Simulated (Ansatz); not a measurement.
What does this script print? It uses Ansatz 0.2.0 through its Python package.

`drho.py`
```python
import warnings

import ansatz as az
import numpy as np

VECTORS = np.array([
    [3.215793, -6.631866, 0.0],
    [3.215793, 6.631866, 0.0],
    [0.0, 0.0, 4.027377],
])
SITES = [
    ("Na", (0.5, 0.5, 0.0)),
    ("Na", (0.0, 0.0, 0.5)),
    ("Na", (0.696406, 0.303594, 0.5)),
    ("Na", (0.303594, 0.696406, 0.5)),
    ("Cl", (0.159353, 0.840647, 0.0)),
    ("Cl", (0.840647, 0.159353, 0.0)),
]


def crystal_on(cell):
    crystal = az.Crystal(lattice=az.Lattice.of(cell))
    for symbol, position in SITES:
        crystal = crystal.atom(symbol, position)
    return crystal

warnings.simplefilter("ignore", az.DeckWarning)

def solve(crystal):
    return (
        crystal.calculation()
        .occupations("cold", width=0.1)
        .functional("LDA")
        .basis(460, grid_basis="typed")
        .kpoints(4, 4, 6)
        .density()
        .run(threads=1)
    )


whole = solve(crystal_on(VECTORS))
difference = whole.density().channels[0].density_e_per_ang3.copy()
binding = whole.report["free_energy_ev"]
for element in ["Na", "Cl"]:
    part = az.Crystal(lattice=az.Lattice.of(VECTORS))
    for symbol, position in SITES:
        if symbol == element:
            part = part.atom(symbol, position)
    alone = solve(part)
    difference -= alone.density().channels[0].density_e_per_ang3
    binding -= alone.report["free_energy_ev"]
    print(f"{element} sublattice: {alone.report['n_electrons']:g} electrons, {alone.report['n_iterations']} iterations")

voxel = abs(np.linalg.det(VECTORS)) / difference.size
print(f"energy of the crystal less its unpolarised sublattices: {binding / len(SITES):.4f} eV/atom")
print(f"net charge of the difference {difference.sum() * voxel:.5f} e, charge rearranged {0.5 * np.abs(difference).sum() * voxel:.3f} e")
print(f"extremes {difference.min():.4f} and {difference.max():.4f} e/A^3")
for (symbol, position) in SITES:
    index = tuple(int(round(p * n)) % n for p, n in zip(position, difference.shape))
    print(f"  change of the pseudo-density at the grid point nearest {symbol}: {difference[index]:+.4f} e/A^3")
```

```console
$ python drho.py
Na sublattice: 36 electrons, 7 iterations
Cl sublattice: 14 electrons, 9 iterations
energy of the crystal less its unpolarised sublattices: -1.6952 eV/atom
net charge of the difference -0.00000 e, charge rearranged 0.756 e
extremes -0.0390 and 0.0562 e/A^3
  change of the pseudo-density at the grid point nearest Na: -0.0003 e/A^3
  change of the pseudo-density at the grid point nearest Na: -0.0025 e/A^3
  change of the pseudo-density at the grid point nearest Na: -0.0019 e/A^3
  change of the pseudo-density at the grid point nearest Na: -0.0019 e/A^3
  change of the pseudo-density at the grid point nearest Cl: -0.0383 e/A^3
  change of the pseudo-density at the grid point nearest Cl: -0.0383 e/A^3
```

What to keep in mind:
- The mesh is modest for a metal, so energies can be off by several to tens of meV an atom and pressures by half a GPa or more; differences at equal mesh fare better.
- Grid values close to the nuclei reflect the PAW or pseudopotential construction, not the all-electron fields.
- This cell is a computed structure, which may not be the phase found in nature.
- Charge moved counts every rearrangement, bonding and polarisation too, and is no transfer between atoms; the bare sublattices are artificial references. Values near the nuclei depend on the potentials.
- Hardware and time: 13 s on 1 thread of Arm Neoverse V2 (shared host), peak memory 0.49 GiB.
